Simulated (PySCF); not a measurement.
# TmF2+: ligand-field states, part 2 of 2

PySCF 2.14.0. Atoms count from 0.

## Step 5: Ligand-field states: state-averaged CASSCF (bond angle at 150°)

What the job is given:

```
{"job": {"kind": "lf", "basis": {"metal": "x2c-TZVPall", "ligand": "x2c-SVPall"}, "nevpt": true, "reuse": true}, "charge": 1, "metal": "Tm", "open_shell": "f12"}
Tm     0.000000     0.000000     0.000000
F      0.502109     0.000000     1.873896
F      0.502109     0.000000    -1.873896
```

With the program's defaults for keys left out, this is: state-averaged CASSCF of the metal f shell, SC-NEVPT2 on the averaged canonical orbitals, state-interaction spin-orbit coupling.

Output:

```text
basis functions 132, electrons 86, active (12e, 7o)
start from the orbitals of the previous structure
stage 1: DIIS on the effective Fock matrix, level shift 0.30
cycle   1  E = -13761.8224124542  dE = -1.376e+04  max|g| = 8.134e+00
cycle   2  E = -13762.1648221015  dE = -3.424e-01  max|g| = 2.415e-01
cycle   3  E = -13762.2123177536  dE = -4.750e-02  max|g| = 1.871e-01
cycle   4  E = -13762.2213574083  dE = -9.040e-03  max|g| = 1.131e-01
cycle   5  E = -13762.2024228789  dE =  1.893e-02  max|g| = 1.341e-01
cycle   6  E = -13762.1871485942  dE =  1.527e-02  max|g| = 1.405e-01
cycle   7  E = -13762.1928080186  dE = -5.659e-03  max|g| = 1.260e-01
cycle   8  E = -13762.2001088878  dE = -7.301e-03  max|g| = 1.192e-01
cycle   9  E = -13762.2049465943  dE = -4.838e-03  max|g| = 1.118e-01
cycle  10  E = -13762.2095889898  dE = -4.642e-03  max|g| = 1.154e-01
cycle  11  E = -13762.2114940425  dE = -1.905e-03  max|g| = 1.125e-01
cycle  12  E = -13762.2093840712  dE =  2.110e-03  max|g| = 1.091e-01
cycle  13  E = -13762.2112112096  dE = -1.827e-03  max|g| = 1.280e-01
cycle  14  E = -13762.2112330067  dE = -2.180e-05  max|g| = 1.319e-01
cycle  15  E = -13762.0328663972  dE =  1.784e-01  max|g| = 2.266e-01
cycle  16  E = -13761.8306073382  dE =  2.023e-01  max|g| = 3.818e-01
cycle  17  E = -13761.4602125934  dE =  3.704e-01  max|g| = 6.001e-01
cycle  18  E = -13761.2764437835  dE =  1.838e-01  max|g| = 6.900e-01
stage 2: quasi-Newton rotations from the point of smallest gradient
cycle  20  E = -13762.2852003060  dE = -7.582e-02  max|g| = 1.417e-01
cycle  22  E = -13762.2935330643  dE = -8.333e-03  max|g| = 5.558e-02
cycle  23  E = -13762.2968200688  dE = -3.287e-03  max|g| = 1.107e-02
cycle  24  E = -13762.2968996167  dE = -7.955e-05  max|g| = 6.129e-03
cycle  25  E = -13762.2969210810  dE = -2.146e-05  max|g| = 6.658e-04
cycle  26  E = -13762.2969222743  dE = -1.193e-06  max|g| = 3.221e-04
cycle  27  E = -13762.2969224254  dE = -1.512e-07  max|g| = 1.145e-04
cycle  28  E = -13762.2969224437  dE = -1.822e-08  max|g| = 2.419e-05
cycle  29  E = -13762.2969224448  dE = -1.157e-09  max|g| = 7.679e-06
converged average energy = -13762.2969224448

 mult deg   label        CASSCF/cm-1   NEVPT2/cm-1
   3   1   3B1                 0.0           0.0
   3   1   3A2                38.2          92.0
   3   1   3A1               165.9         114.8
   3   1   3B2               177.3         132.8
   3   1   3B2                62.3         189.0
   3   1   3B1               847.1         935.1
   3   1   3A2               847.2         935.6
   3   1   3A1              2075.2        2520.4
   3   1   3B2              2075.2        2520.5
   3   1   3B1              3508.1        4313.2
   3   1   3A2              3508.1        4313.2
   3   1   3B1              8447.0        7749.5
   3   1   3A2              8447.1        7749.7
   3   1   3A1              9348.9        8791.1
   3   1   3B2              9349.6        8792.4
   3   1   3B1              9746.8        9259.8
   3   1   3A2              9854.7        9399.8
   3   1   3B2             10186.0        9915.8
   1   1   1B1              9816.0        9979.8
   1   1   1A2              9816.1        9980.0
   1   1   1A1             10095.7       10374.9
   1   1   1A1             10162.3       10510.5
   1   1   1B2             10142.8       10522.5
   1   1   1B1             10218.9       10589.4
   1   1   1A2             10232.2       10600.8
   1   1   1A1             10940.7       11627.1
   1   1   1B2             10940.8       11627.2
   1   1   1A1             27861.6       25471.8
   1   1   1B2             27869.7       25482.3
   1   1   1A1             30485.2       28413.8
   1   1   1B1             30430.8       28629.0
   1   1   1A2             30401.8       28638.8
   1   1   1A1             32435.2       29476.2
   1   1   1B1             32547.8       29590.3
   1   1   1A2             32834.0       29917.6
   1   1   1B2             33447.9       30741.6
   1   1   1A1             33488.8       30789.5
   1   1   1A2             34596.0       32214.0
   1   1   1B1             34595.8       32214.2
   3   1   3B1             37260.6       32818.0
   3   1   3A2             37434.2       32986.5
   1   1   1A1             35985.3       33939.7
   1   1   1B2             35985.3       33939.9
   1   1   1A2             37468.0       35669.4
   1   1   1B1             37468.0       35669.5
   3   1   3B2             40953.7       37235.8
   1   1   1B2             39001.2       37335.7
   1   1   1A1             39001.2       37335.7
   1   1   1A1             84148.0       76605.2

spin-orbit levels / cm-1
      0.00  x1  3B1 0.51 3B2 0.24 3B2 0.13
     38.57  x1  3B2 0.44 3B1 0.30 3A2 0.16
     50.70  x1  3A2 0.51 3B2 0.39 3A1 0.06
     84.52  x1  3A1 0.47 3B1 0.24 3A2 0.20
     98.20  x1  3B2 0.39 3A2 0.31 3B1 0.14
    464.05  x1  3A2 0.36 3A1 0.32 3B2 0.28
    464.77  x1  3B1 0.36 3B2 0.32 3A1 0.28
   1330.06  x2  3B1 0.38 3A2 0.38 3A1 0.12
   2720.82  x2  3A1 0.44 3B2 0.44 3A2 0.06
   4274.53  x2  3A2 0.50 3B1 0.50
   7232.44  x1  1A2 0.29 3B2 0.17 3A1 0.17
   7232.51  x1  1B1 0.29 3A1 0.17 3B2 0.17
   7576.40  x1  3A2 0.28 3B1 0.17 1A1 0.13
   7582.71  x1  3B1 0.30 3A2 0.20 1B2 0.15
   7698.10  x1  3B1 0.19 3B2 0.12 1A1 0.11
   7708.73  x1  3A2 0.17 1B2 0.16 3A1 0.13
   8051.32  x1  1A2 0.29 3B1 0.23 3B2 0.17
   8068.12  x1  1B1 0.26 3B2 0.20 3A2 0.20
   8094.08  x1  3B2 0.24 1A1 0.18 1A1 0.17
   8162.45  x1  3A2 0.58 3B1 0.42
   8304.54  x1  3B2 0.50 3A1 0.26 3B2 0.13
   8309.39  x1  3B2 0.38 3A1 0.26 3B2 0.16
   8738.53  x1  3A2 0.25 3B1 0.19 3B1 0.19
   8750.34  x1  3B1 0.25 3A2 0.19 3B1 0.15
   9414.70  x1  3A2 0.28 3B2 0.16 3A1 0.15
   9414.74  x1  3B1 0.28 3A1 0.16 3B2 0.14
  10479.27  x2  3B2 0.32 3A1 0.32 3B1 0.11
  12175.60  x2  3B1 0.44 3A2 0.44 3A1 0.06
  13464.92  x1  3B1 0.29 3B1 0.24 3B2 0.15
  13567.78  x1  3A2 0.28 3A2 0.25 3B2 0.15
```

It took 13 s on 1 thread of Intel Xeon 6975P-C, shared host; peak memory 0.34 GiB.

Warnings kept with the result: spin Hamiltonian not valid, low-lying orbital states.

In short:

| quantity | value |
| --- | --- |
| spin-orbit constant ζ | 2638 cm⁻¹ |

Powder susceptibility:

| T (K) | χT (cm³ K/mol) | μ(eff) |
| --- | --- | --- |
| 2 | 0.390 | 1.76 |
| 20 | 3.668 | 5.42 |
| 100 | 6.321 | 7.11 |
| 300 | 6.688 | 7.31 |

## Step 6: Ligand-field states: state-averaged CASSCF (bond angle at 135°)

What the job is given:

```
{"job": {"kind": "lf", "basis": {"metal": "x2c-TZVPall", "ligand": "x2c-SVPall"}, "nevpt": true, "reuse": true}, "charge": 1, "metal": "Tm", "open_shell": "f12"}
Tm     0.000000     0.000000     0.000000
F      0.742406     0.000000     1.792326
F      0.742406     0.000000    -1.792326
```

Method: state-averaged CASSCF of the metal f shell, SC-NEVPT2 on the averaged canonical orbitals, state-interaction spin-orbit coupling.

Output:

```text
basis functions 132, electrons 86, active (12e, 7o)
start from the orbitals of the previous structure
stage 1: DIIS on the effective Fock matrix, level shift 0.30
cycle   1  E = -13761.3119198138  dE = -1.376e+04  max|g| = 1.390e+01
cycle   2  E = -13762.1665182953  dE = -8.546e-01  max|g| = 3.812e-01
cycle   3  E = -13762.2064439042  dE = -3.993e-02  max|g| = 1.294e-01
cycle   4  E = -13762.2311826393  dE = -2.474e-02  max|g| = 1.460e-01
cycle   5  E = -13762.2195650296  dE =  1.162e-02  max|g| = 1.348e-01
cycle   6  E = -13762.2629338215  dE = -4.337e-02  max|g| = 7.895e-02
cycle   7  E = -13762.2734319713  dE = -1.050e-02  max|g| = 9.001e-02
cycle   8  E = -13762.2762149988  dE = -2.783e-03  max|g| = 9.107e-02
cycle   9  E = -13762.0783209288  dE =  1.979e-01  max|g| = 2.087e-01
cycle  10  E = -13761.7958267881  dE =  2.825e-01  max|g| = 3.889e-01
cycle  11  E = -13761.4722430137  dE =  3.236e-01  max|g| = 6.278e-01
cycle  12  E = -13761.2867060079  dE =  1.855e-01  max|g| = 7.433e-01
cycle  13  E = -13761.1530832967  dE =  1.336e-01  max|g| = 8.369e-01
cycle  14  E = -13761.1705012592  dE = -1.742e-02  max|g| = 7.928e-01
cycle  15  E = -13761.1209734181  dE =  4.953e-02  max|g| = 8.678e-01
stage 2: quasi-Newton rotations from the point of smallest gradient
cycle  17  E = -13762.3019687917  dE = -3.903e-02  max|g| = 3.170e-02
cycle  18  E = -13762.3025080117  dE = -5.392e-04  max|g| = 1.918e-02
cycle  19  E = -13762.3025790440  dE = -7.103e-05  max|g| = 6.574e-03
cycle  20  E = -13762.3026108320  dE = -3.179e-05  max|g| = 7.395e-04
cycle  21  E = -13762.3026116257  dE = -7.937e-07  max|g| = 2.624e-04
cycle  22  E = -13762.3026117846  dE = -1.590e-07  max|g| = 1.025e-04
cycle  23  E = -13762.3026117961  dE = -1.148e-08  max|g| = 4.971e-05
cycle  24  E = -13762.3026117985  dE = -2.372e-09  max|g| = 9.714e-06
converged average energy = -13762.3026117985

 mult deg   label        CASSCF/cm-1   NEVPT2/cm-1
   3   1   3B1                 0.0           0.0
   3   1   3B2               -27.7          59.7
   3   1   3A2                19.8          95.9
   3   1   3A1               244.0         263.9
   3   1   3B2               280.3         303.0
   3   1   3B1               835.0         973.2
   3   1   3A2               834.0         973.7
   3   1   3A1              1717.0        2090.5
   3   1   3B2              1717.2        2090.9
   3   1   3A2              2902.2        3554.4
   3   1   3B1              2902.2        3554.5
   3   1   3B1              8388.2        7667.2
   3   1   3A2              8389.4        7668.5
   3   1   3A1              9115.6        8514.7
   3   1   3B2              9116.8        8518.0
   3   1   3B1              9409.3        8845.1
   3   1   3A2              9625.5        9130.0
   3   1   3B2              9760.4        9349.5
   1   1   1B1              9875.4       10132.7
   1   1   1A2              9875.4       10133.2
   1   1   1A1              9874.3       10167.2
   1   1   1B2              9921.5       10252.0
   1   1   1A2             10030.2       10357.5
   1   1   1A1             10046.2       10371.7
   1   1   1B1             10038.5       10391.4
   1   1   1A1             10590.8       11169.3
   1   1   1B2             10591.8       11170.8
   1   1   1A1             27898.8       25522.0
   1   1   1B2             27934.2       25569.8
   1   1   1A2             29921.9       28032.9
   1   1   1B1             29996.8       28042.4
   1   1   1A1             30192.2       28149.9
   1   1   1A1             32629.8       29713.1
   1   1   1B1             32660.2       29755.9
   1   1   1A2             33263.0       30481.0
   1   1   1B2             33555.9       30879.7
   1   1   1A1             33731.8       31081.4
   1   1   1B1             34477.7       32040.3
   1   1   1A2             34485.9       32045.0
   3   1   3B1             37114.5       32626.2
   3   1   3A2             37499.3       33030.1
   1   1   1B2             35587.4       33403.0
   1   1   1A1             35587.6       33403.0
   1   1   1B1             36862.9       34904.1
   1   1   1A2             36862.9       34904.1
   1   1   1A1             38228.4       36437.4
   1   1   1B2             38228.4       36437.5
   3   1   3B2             40308.7       36442.5
   1   1   1A1             83908.2       76305.3

spin-orbit levels / cm-1
      0.00  x1  3B2 0.52 3A2 0.33 3B1 0.14
     22.23  x1  3B1 0.51 3B2 0.25 3A1 0.14
     29.62  x1  3A2 0.51 3B2 0.40 3B2 0.05
    163.28  x1  3A1 0.46 3B1 0.27 3A2 0.19
    193.07  x1  3B2 0.46 3B1 0.29 3A2 0.15
    569.57  x1  3A2 0.37 3A1 0.33 3B2 0.26
    573.68  x1  3B1 0.37 3B2 0.35 3A1 0.24
   1261.13  x1  3A2 0.40 3B1 0.33 3A1 0.25
   1261.31  x1  3B1 0.40 3A2 0.33 3B2 0.25
   2261.19  x2  3A1 0.43 3B2 0.43 3A2 0.06
   3526.45  x2  3B1 0.50 3A2 0.50
   7296.09  x1  1A2 0.29 3B2 0.20 3A1 0.18
   7296.26  x1  1B1 0.29 3A1 0.20 3B2 0.18
   7337.28  x1  3A2 0.29 3B1 0.18 1A1 0.13
   7343.91  x1  3B1 0.29 3A2 0.20 1B2 0.13
   7568.44  x1  3B1 0.18 3B2 0.16 1A1 0.16
   7588.32  x1  3A1 0.17 1B2 0.16 3A2 0.16
   7739.99  x1  1A2 0.31 3B1 0.26 3B2 0.15
   7812.41  x1  1B1 0.30 3A2 0.24 3B2 0.17
   7869.16  x1  1A1 0.32 3B2 0.26 3A2 0.16
   8189.56  x1  3A2 0.64 3B1 0.35
   8278.80  x1  3B2 0.58 3A1 0.22 3B2 0.14
   8383.40  x1  3B2 0.37 3A1 0.30 3B2 0.24
   8682.75  x1  3A2 0.27 3B1 0.26 3B1 0.16
   8719.61  x1  3B1 0.29 3B1 0.21 3A2 0.17
   9275.42  x1  3B1 0.30 3A1 0.18 3B2 0.16
   9276.52  x1  3A2 0.30 3B2 0.18 3B2 0.17
  10147.85  x1  3A1 0.60 3B1 0.14 3A2 0.11
  10148.00  x1  3B2 0.60 3A2 0.14 3B1 0.11
  11469.88  x2  3A2 0.44 3B1 0.44 3A1 0.06
```

Run time: 13 s. Hardware: 1 thread of Intel Xeon 6975P-C, shared host; peak memory 0.34 GiB.

Warnings kept with the result: spin Hamiltonian not valid, low-lying orbital states.

Key values:

| quantity | value |
| --- | --- |
| spin-orbit constant ζ | 2637 cm⁻¹ |

Powder susceptibility:

| T (K) | χT (cm³ K/mol) | μ(eff) |
| --- | --- | --- |
| 2 | 0.731 | 2.42 |
| 20 | 4.898 | 6.26 |
| 100 | 6.285 | 7.09 |
| 300 | 6.720 | 7.33 |

## Step 7: Ligand-field states: state-averaged CASSCF (bond angle at 120°)

What the job is given:

```
{"job": {"kind": "lf", "basis": {"metal": "x2c-TZVPall", "ligand": "x2c-SVPall"}, "nevpt": true, "reuse": true}, "charge": 1, "metal": "Tm", "open_shell": "f12"}
Tm     0.000000     0.000000     0.000000
F      0.970000     0.000000     1.680089
F      0.970000     0.000000    -1.680089
```

Level: state-averaged CASSCF of the metal f shell, SC-NEVPT2 on the averaged canonical orbitals, state-interaction spin-orbit coupling.

Output:

```text
basis functions 132, electrons 86, active (12e, 7o)
start from the orbitals of the previous structure
stage 1: DIIS on the effective Fock matrix, level shift 0.30
cycle   1  E = -13761.3167501373  dE = -1.376e+04  max|g| = 1.617e+01
cycle   2  E = -13762.1535753050  dE = -8.368e-01  max|g| = 3.745e-01
cycle   3  E = -13762.2246527127  dE = -7.108e-02  max|g| = 1.498e-01
cycle   4  E = -13762.2427547756  dE = -1.810e-02  max|g| = 1.363e-01
cycle   5  E = -13762.1254312619  dE =  1.173e-01  max|g| = 1.856e-01
cycle   6  E = -13762.1125671826  dE =  1.286e-02  max|g| = 1.992e-01
cycle   7  E = -13762.1316030472  dE = -1.904e-02  max|g| = 1.881e-01
cycle   8  E = -13762.1642505710  dE = -3.265e-02  max|g| = 1.660e-01
cycle   9  E = -13762.1854186381  dE = -2.117e-02  max|g| = 1.461e-01
cycle  10  E = -13762.1601318677  dE =  2.529e-02  max|g| = 1.675e-01
cycle  11  E = -13761.9802987943  dE =  1.798e-01  max|g| = 2.546e-01
cycle  12  E = -13761.7385450409  dE =  2.418e-01  max|g| = 4.336e-01
cycle  13  E = -13761.4117223242  dE =  3.268e-01  max|g| = 6.915e-01
cycle  14  E = -13761.3124376483  dE =  9.928e-02  max|g| = 7.764e-01
cycle  15  E = -13761.3483214732  dE = -3.588e-02  max|g| = 7.458e-01
stage 2: quasi-Newton rotations from the point of smallest gradient
cycle  17  E = -13762.2956415869  dE = -5.289e-02  max|g| = 7.053e-02
cycle  19  E = -13762.3030605162  dE = -7.419e-03  max|g| = 2.414e-02
cycle  20  E = -13762.3051746358  dE = -2.114e-03  max|g| = 1.037e-02
cycle  21  E = -13762.3053030600  dE = -1.284e-04  max|g| = 4.056e-03
cycle  22  E = -13762.3053218468  dE = -1.879e-05  max|g| = 1.094e-03
cycle  23  E = -13762.3053242549  dE = -2.408e-06  max|g| = 4.795e-04
cycle  24  E = -13762.3053245239  dE = -2.690e-07  max|g| = 1.539e-04
cycle  25  E = -13762.3053245557  dE = -3.178e-08  max|g| = 5.863e-05
cycle  26  E = -13762.3053245598  dE = -4.151e-09  max|g| = 3.479e-05
cycle  27  E = -13762.3053245605  dE = -6.366e-10  max|g| = 1.144e-05
cycle  28  E = -13762.3053245606  dE = -1.019e-10  max|g| = 3.998e-06
converged average energy = -13762.3053245606

 mult deg   label        CASSCF/cm-1   NEVPT2/cm-1
   3   1   3B2                 0.0           0.0
   3   1   3B1               118.0          59.1
   3   1   3A2                54.2          66.6
   3   1   3A1               350.0         345.9
   3   1   3B2               447.7         449.1
   3   1   3A2               882.7         987.5
   3   1   3B1               896.3         999.2
   3   1   3A1              1473.9        1729.0
   3   1   3B2              1476.2        1732.7
   3   1   3B1              2342.5        2784.2
   3   1   3A2              2342.5        2784.2
   3   1   3B1              8422.9        7623.5
   3   1   3A2              8427.6        7628.1
   3   1   3B2              8973.4        8279.4
   3   1   3A1              8983.2        8287.8
   3   1   3B1              9144.1        8440.2
   3   1   3B2              9439.8        8841.9
   3   1   3A2              9466.2        8867.5
   1   1   1A1              9708.2        9878.7
   1   1   1B2              9785.0        9998.5
   1   1   1A2              9873.4       10087.9
   1   1   1B1              9940.2       10218.2
   1   1   1A2              9991.2       10250.9
   1   1   1A1              9986.0       10251.2
   1   1   1B1              9991.8       10255.3
   1   1   1A1             10359.1       10790.3
   1   1   1B2             10365.2       10799.3
   1   1   1A1             28006.9       25561.9
   1   1   1B2             28104.7       25695.9
   1   1   1A2             29501.1       27423.0
   1   1   1B1             29653.2       27490.1
   1   1   1A1             29963.6       27858.9
   1   1   1B1             32831.2       29897.8
   1   1   1A1             32841.3       29910.6
   1   1   1A2             33737.2       31029.4
   1   1   1B2             33775.5       31077.4
   1   1   1A1             34208.1       31592.5
   1   1   1B1             34504.4       31967.6
   1   1   1A2             34590.3       32053.5
   3   1   3B1             37051.1       32449.3
   1   1   1B2             35292.9       32915.4
   1   1   1A1             35296.9       32918.1
   3   1   3A2             37714.8       33189.7
   1   1   1A2             36299.2       34115.3
   1   1   1B1             36299.3       34115.4
   1   1   1B2             37461.3       35478.6
   1   1   1A1             37461.3       35478.6
   3   1   3B2             39700.1       35621.6
   1   1   1A1             83754.9       76032.3

spin-orbit levels / cm-1
      0.00  x1  3B2 0.52 3A2 0.41 3B1 0.06
     21.84  x1  3A2 0.51 3B2 0.43 3B2 0.03
    106.05  x1  3B1 0.50 3B2 0.23 3A1 0.20
    228.85  x1  3A1 0.45 3B1 0.30 3A2 0.18
    327.45  x1  3B2 0.45 3B1 0.34 3A2 0.08
    656.37  x1  3A2 0.37 3A1 0.33 3B2 0.26
    682.05  x1  3B2 0.38 3B1 0.37 3A1 0.19
   1206.30  x1  3A2 0.41 3B1 0.29 3A1 0.27
   1209.51  x1  3B1 0.42 3A2 0.28 3B2 0.27
   1871.85  x1  3A1 0.47 3B2 0.38 3A2 0.13
   1871.99  x1  3B2 0.47 3A1 0.38 3B1 0.13
   2781.53  x2  3B1 0.50 3A2 0.50
   7137.19  x1  3A2 0.26 1A1 0.21 3B1 0.15
   7153.13  x1  3B1 0.27 1B2 0.20 3A2 0.19
   7331.79  x1  1A2 0.26 3B2 0.24 3A1 0.17
   7336.44  x1  1B1 0.24 3A1 0.22 3B2 0.19
   7425.51  x1  3B1 0.20 1A1 0.17 3B2 0.16
   7455.50  x1  1A2 0.28 3B1 0.28 3B2 0.15
   7483.33  x1  1B2 0.18 3A1 0.18 3A2 0.16
   7608.10  x1  1B1 0.26 3A2 0.25 3B2 0.20
   7664.83  x1  1A1 0.30 3B2 0.26 3A2 0.21
   8228.02  x1  3A2 0.72 3B1 0.25
   8271.72  x1  3B2 0.67 3A1 0.18 3B2 0.09
   8495.10  x1  3B2 0.37 3A1 0.35 3B2 0.20
   8671.46  x1  3B1 0.34 3A2 0.27 3B2 0.12
   8773.45  x1  3B1 0.32 3B1 0.26 3A2 0.17
   9189.43  x1  3B1 0.30 3A1 0.21 3B2 0.18
   9200.26  x1  3A2 0.30 3B2 0.22 3B2 0.21
   9860.93  x1  3A1 0.56 3B1 0.16 3A2 0.10
   9861.47  x1  3B2 0.56 3A2 0.16 3B1 0.10
```

Wall time 13 s (1 thread of Intel Xeon 6975P-C, shared host); peak memory 0.34 GiB.

Warnings kept with the result: spin Hamiltonian not valid, low-lying orbital states.

In short:

| quantity | value |
| --- | --- |
| spin-orbit constant ζ | 2637 cm⁻¹ |

Powder susceptibility:

| T (K) | χT (cm³ K/mol) | μ(eff) |
| --- | --- | --- |
| 2 | 0.728 | 2.41 |
| 20 | 4.890 | 6.25 |
| 100 | 6.357 | 7.13 |
| 300 | 6.754 | 7.35 |

## Step 8: Ligand field across the series

From the NEVPT2 states (cm⁻¹; the spread is that of the fitted one-electron ligand-field levels):

| step | setting | ground state | next state | orbital spread | ζ | μ(eff), 300 K |
| --- | --- | --- | --- | --- | --- | --- |
| 2 | as given | 3Deltag | 3Pig at 139 | 5120 | 2638 | 7.21 |
| 3 | bond angle at 170 | 3A1 | 3B2 at 0 | 4996 | 2638 | 7.23 |
| 4 | bond angle at 160 | 3A1 | 3B1 at 8 | 4640 | 2638 | 7.29 |
| 5 | bond angle at 150 | 3B1 | 3A2 at 92 | 4141 | 2638 | 7.31 |
| 6 | bond angle at 135 | 3B1 | 3B2 at 60 | 3255 | 2637 | 7.33 |
| 7 | bond angle at 120 | 3B2 | 3B1 at 59 | 2501 | 2637 | 7.35 |

## Step 9: Results

What follows sums up all 2 parts.

| quantity | value |
| --- | --- |
| spin-orbit constant ζ (step 2, state-averaged CASSCF) | 2638 cm⁻¹ |
| ground multiplicity, μ(eff) at 300 K (step 2, 2 donors at 1.94 Å) | 3, 7.21 μB |
| ground multiplicity, μ(eff) at 300 K (step 3, 2 donors at 1.94 Å) | 3, 7.23 μB |
| ground multiplicity, μ(eff) at 300 K (step 4, 2 donors at 1.94 Å) | 3, 7.29 μB |
| ground multiplicity, μ(eff) at 300 K (step 5, 2 donors at 1.94 Å) | 3, 7.31 μB |
| ground multiplicity, μ(eff) at 300 K (step 6, 2 donors at 1.94 Å) | 3, 7.33 μB |
| ground multiplicity, μ(eff) at 300 K (step 7, 2 donors at 1.94 Å) | 3, 7.35 μB |

What this shows: In step 2, χT goes from 0.84 at 2 K to 6.49 cm³ K/mol at 300 K, as higher levels fill or mix in. The spread of the ligand-field levels runs from 2501 cm⁻¹ (bond angle at 120) to 5120 cm⁻¹ (as given); μ(eff) at 300 K: 7.21 to 7.35 μB.
